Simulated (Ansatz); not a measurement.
# CH2InO radical (SMILES O=[C][InH2]): single points off equilibrium

How do the functionals fare away from a minimum? The structure is a structure displaced at random from a GFN2-xTB minimum.

Program: Ansatz 0.2.0, Gaussian basis. Level of theory: single points in def2-TZVPP. These are calculated values, not measurements.

Cores are frozen in the correlated methods. Filled d shells of the heavier atoms are correlated. Core potentials replace the inner electrons past krypton, and spin-orbit coupling is left out. Orbitals are unrestricted.

**1. The starting structure**

SMILES `O=[C][InH2]`, 5 atoms, charge 0, spin multiplicity 2.

Atoms are counted from 1 here; the program's logs count them from 0.

Bond lengths: O1–C2 1.161 Å, In3–H4 1.830 Å, In3–H5 1.805 Å. Angles: H4–In3–H5 119.8°.

Geometry (Å):

```xyz
5

O     0.33320   -1.41700    1.60870
C     0.90800   -0.41370    1.71110
In   -0.07670    0.69740   -0.51680
H    -0.94720   -0.87570   -0.85970
H    -0.10710    2.02400   -1.74050
```

**2. CCSD(T)/def2-TZVPP**

Contents of run/in.yaml:

```yaml
crystal:
  periodic: [false, false, false]
  atoms:
    - {symbol: O, position_ang: [0.333200, -1.417000, 1.608700]}
    - {symbol: C, position_ang: [0.908000, -0.413700, 1.711100]}
    - {symbol: In, position_ang: [-0.076700, 0.697400, -0.516800]}
    - {symbol: H, position_ang: [-0.947200, -0.875700, -0.859700]}
    - {symbol: H, position_ang: [-0.107100, 2.024000, -1.740500]}
basis:
  gaussian: {orbitals: def2-TZVPP}
magnetization: {spin_polarized: true, initial_magnetization: 1}
correlation: {method: ccsd_t}
scf: {omitted_lower_state_checks: [cluster_reference]}
output: {forces: true}
```

The command line of these runs was not kept.

**3. PBE0-D4/def2-TZVPP**

Edit run/in.yaml of step 2 so:

```diff
@@ -11,4 +11,3 @@
 magnetization: {spin_polarized: true, initial_magnetization: 1}
-correlation: {method: ccsd_t}
-scf: {omitted_lower_state_checks: [cluster_reference]}
-output: {forces: true}
+hamiltonian: {xc: pbe0, dispersion: d4}
+output: {forces: true, orbitals: {seedname: orbitals}}
```

**4. wB97M-V/def2-TZVPP**

Edit run/in.yaml of step 3 so:

```diff
@@ -11,3 +11,3 @@
 magnetization: {spin_polarized: true, initial_magnetization: 1}
-hamiltonian: {xc: pbe0, dispersion: d4}
-output: {forces: true, orbitals: {seedname: orbitals}}
+hamiltonian: {xc: {name: wB97M-V}}
+output: {forces: true}
```

**5. r2SCAN-D4/def2-TZVPP**

Edit run/in.yaml of step 4 so:

```diff
@@ -11,3 +11,3 @@
 magnetization: {spin_polarized: true, initial_magnetization: 1}
-hamiltonian: {xc: {name: wB97M-V}}
+hamiltonian: {xc: r2scan, dispersion: d4}
 output: {forces: true}
```

**6. PBE-D4/def2-TZVPP**

Edit run/in.yaml of step 5 so:

```diff
@@ -11,3 +11,3 @@
 magnetization: {spin_polarized: true, initial_magnetization: 1}
-hamiltonian: {xc: r2scan, dispersion: d4}
+hamiltonian: {xc: pbe, dispersion: d4}
 output: {forces: true}
```

**7. wB97X-V/def2-TZVPP**

Edit run/in.yaml of step 6 so:

```diff
@@ -11,3 +11,3 @@
 magnetization: {spin_polarized: true, initial_magnetization: 1}
-hamiltonian: {xc: pbe, dispersion: d4}
+hamiltonian: {xc: {name: wB97X-V}}
 output: {forces: true}
```

**8. BLYP-D4/def2-TZVPP**

Edit run/in.yaml of step 7 so:

```diff
@@ -11,3 +11,3 @@
 magnetization: {spin_polarized: true, initial_magnetization: 1}
-hamiltonian: {xc: {name: wB97X-V}}
+hamiltonian: {xc: {name: BLYP}, dispersion: d4}
 output: {forces: true}
```

(Steps that only read results are left out.)

**Question.** What will these runs give? Wanted: energy less free atoms, CCSD(T)/def2-TZVPP; RMS force component; RMS force error; HOMO and LUMO, PBE0-D4; T1 diagnostic.

As calculated:

| quantity | value |
| --- | --- |
| energy less free atoms, CCSD(T)/def2-TZVPP | -1422.0 kJ/mol |
| RMS force component | 0.367 to 1.060 eV/Å over the methods |
| RMS force error | PBE0-D4 0.274, wB97M-V 0.368, r2SCAN-D4 0.148, PBE-D4 0.415, wB97X-V 0.258, BLYP-D4 0.407 eV/Å |
| HOMO and LUMO, PBE0-D4 | -5.40 and -2.85 eV |
| T1 diagnostic | 0.021 |

In words: Against CCSD(T) the functionals' energies less atoms differ by -99.4 to -29.5 kJ/mol, PBE-D4 by -99.4 kJ/mol. CCSD(T) in triple zeta still lacks some correlation energy of the bonds, so part of these gaps is its own basis error and they don't rank the functionals. On forces the order runs from r2SCAN-D4 to PBE-D4. Frozen-core CCSD(T) forces in triple zeta carry basis errors of their own, and this is one geometry, so small gaps rank nothing.
